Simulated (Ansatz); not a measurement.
# C2H9AlGeSi: the cost of one run

Method: RHF/def2-mTZVP, in Ansatz 0.2.0.

### Step 1. Starting point

Bond lengths: C1–C2 1.269 Å, C2–Al3 1.977 Å, C2–Ge4 1.959 Å, Ge4–Si5 2.240 Å, C1–H6 1.112 Å, C1–H7 1.118 Å, Al3–H8 1.638 Å, Al3–H9 1.537 Å, Ge4–H10 1.547 Å, Ge4–H11 1.613 Å, Si5–H12 1.448 Å, Si5–H13 1.514 Å, Si5–H14 1.479 Å. Angles (14 of 21 angles, heavy atoms first): C1–C2–Al3 121.1°, C1–C2–Ge4 120.5°, Al3–C2–Ge4 118.3°, C2–Ge4–Si5 110.2°, C2–C1–H6 125.2°, C2–C1–H7 122.0°, C2–Al3–H8 118.2°, C2–Al3–H9 120.0°, C2–Ge4–H10 108.6°, C2–Ge4–H11 106.6°, Si5–Ge4–H10 112.6°, Si5–Ge4–H11 111.8°, Ge4–Si5–H12 110.5°, Ge4–Si5–H13 108.2°.

Structure file:

```xyz
14

C    -1.8811    0.8362   -0.3269
C    -1.0052   -0.0763   -0.4285
Al   -0.5926   -0.9043   -2.1752
Ge    0.0761   -0.5924    1.1210
Si    2.0070    0.5439    1.1316
H    -2.1475    1.3681    0.6131
H    -2.4562    1.2058   -1.2113
H     0.6279   -1.9946   -2.2463
H    -1.3390   -0.4472   -3.4387
H     0.2875   -2.1243    1.0862
H    -0.8134   -0.2751    2.4289
H     2.7764    0.2489   -0.0587
H     1.6843    2.0216    1.1896
H     2.7628    0.1605    2.3440
```

### Step 2. End point A

Input file input.yaml:

```yaml
crystal:
  periodic: [false, false, false]
  atoms:
    - { symbol: C, position_ang: [-1.8811, 0.8362, -0.3269] }
    - { symbol: C, position_ang: [-1.0052, -0.0763, -0.4285] }
    - { symbol: Al, position_ang: [-0.5926, -0.9043, -2.1752] }
    - { symbol: Ge, position_ang: [0.0761, -0.5924, 1.121] }
    - { symbol: Si, position_ang: [2.007, 0.5439, 1.1316] }
    - { symbol: H, position_ang: [-2.1475, 1.3681, 0.6131] }
    - { symbol: H, position_ang: [-2.4562, 1.2058, -1.2113] }
    - { symbol: H, position_ang: [0.6279, -1.9946, -2.2463] }
    - { symbol: H, position_ang: [-1.339, -0.4472, -3.4387] }
    - { symbol: H, position_ang: [0.2875, -2.1243, 1.0862] }
    - { symbol: H, position_ang: [-0.8134, -0.2751, 2.4289] }
    - { symbol: H, position_ang: [2.7764, 0.2489, -0.0587] }
    - { symbol: H, position_ang: [1.6843, 2.0216, 1.1896] }
    - { symbol: H, position_ang: [2.7628, 0.1605, 2.344] }
basis:
  gaussian: { orbitals: def2-mTZVP }
hamiltonian:
  xc: hf
relax:
  f_tol: 0.015
  max_steps: 40
```

Command:

```console
$ ansatz run input.yaml --threads 2 --pin off --max-ram 3072MiB --backend cpu --events-out ev --progress --plain --runs-dir out
```

What time and memory should one allow on 2 threads of Intel Xeon Platinum 8488C (Sapphire Rapids), shared host?

About 59 s, with a peak of 0.44 GiB.
